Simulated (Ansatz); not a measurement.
# InI₃: up Jacob's ladder to CCSD(T)

One table from this session's results is given with a row withheld; the runs are named, their logs left out.

Program: Ansatz 0.2.0, Gaussian basis. Level of theory: functionals in def2-TZVPP, the program's frozen cores in correlated methods. These are calculated values, not measurements.

Levels to be run: LDA (SPW92), PBE-D4, revPBE-D4, BLYP-D4, r2SCAN-D4, B97M-V, PBE0-D4, B3LYP-D4, r2SCANh-D4, r2SCAN0-D4, HSE06-D4, BHLYP-D4, CAM-B3LYP-D4, LC-ωPBE, ωB97X-V, ωB97M-V, B2PLYP, PBE-QIDH; CCSD(T)/def2-SVP; CCSD(T)/def2-TZVPP; MP2/def2-QZVPP; extrapolation to the limit; RPA on PBE.

## Structure used throughout

The geometry comes from an earlier relaxation with PBE0-D4 in a triple-zeta def2 set; it is a stationary point. I, In take the def2 core potential; no spin-orbit term is included.

4 atoms, charge 0, spin multiplicity 1.

Atoms are counted from 1 here; the program's logs count them from 0.

Bond lengths: I1–In2 2.638 Å, In2–I3 2.638 Å, In2–I4 2.638 Å. Angles: I1–In2–I3 120.0°, I1–In2–I4 120.0°, I3–In2–I4 120.0°.

The first run:

The input, in.yaml:

```yaml
crystal:
  periodic: [false, false, false]
  atoms:
    - {symbol: I, position_ang: [-0.235819, 0.381793, 2.590381]}
    - {symbol: In, position_ang: [0.013575, -0.015241, -0.005198]}
    - {symbol: I, position_ang: [1.264670, -2.159136, -0.896868]}
    - {symbol: I, position_ang: [-0.986926, 1.732285, -1.708616]}
basis:
  gaussian: {orbitals: def2-TZVPP}
hamiltonian: {xc: lda}
output: {orbitals: {seedname: orbitals}}
```

On the command line:

```console
> ansatz run in.yaml --threads 4 --pin off --events-out ev --progress --plain --max-ram 10444MiB
```

Steps of the session up to this table: LDA; PBE-D4 (GGA); revPBE-D4 (GGA); BLYP-D4 (GGA); r2SCAN-D4 (meta-GGA); B97M-V (meta-GGA); PBE0-D4 (hybrid); B3LYP-D4 (hybrid); r2SCANh-D4 (hybrid); r2SCAN0-D4 (hybrid); HSE06-D4 (hybrid); BHLYP-D4 (hybrid); CAM-B3LYP-D4 (range-separated); LC-ωPBE (range-separated); ωB97X-V (range-separated); ωB97M-V (range-separated); B2PLYP (double hybrid); PBE-QIDH (double hybrid).

One of the session's tables, all rows but one given; the rest of the session is left out.

It belongs to the step «Orbital energies across the functionals». 

```
  functional  HOMO (eV)  LUMO (eV)  gap (eV)
 LDA (SPW92)      -6.88      -4.05      2.83
      PBE-D4      -6.71      -3.75      2.96
   revPBE-D4      -6.66      -3.65      3.01
     BLYP-D4      -6.51      -3.66      2.85
   r2SCAN-D4      -7.02      -3.63      3.40
      B97M-V      -6.98      -3.47      3.51
     PBE0-D4      -7.85      -3.03      4.82
    B3LYP-D4          ?          ?         ?
  r2SCANh-D4      -7.43      -3.37      4.07
  r2SCAN0-D4      -8.05      -2.97      5.08
    HSE06-D4      -7.46      -3.39      4.07
    BHLYP-D4      -8.79      -2.23      6.57
CAM-B3LYP-D4      -9.07      -2.16      6.92
     LC-ωPBE     -10.44      -1.05      9.39
     ωB97X-V     -10.09      -1.16      8.93
     ωB97M-V      -9.96      -1.27      8.69
```

Q: Estimate the row for B3LYP-D4 from the others.

Worked estimate for «HOMO (eV)». Against the share of exact exchange, BLYP-D4 (0, -6.51), BHLYP-D4 (0.5, -8.79) give a slope of -4.56 per unit share; at 0.2 the line stands at -7.42.

**Answer.** HOMO (eV): -7.58; LUMO (eV): -3.27; gap (eV): 4.31. In «HOMO (eV)» the line misses by +0.16.
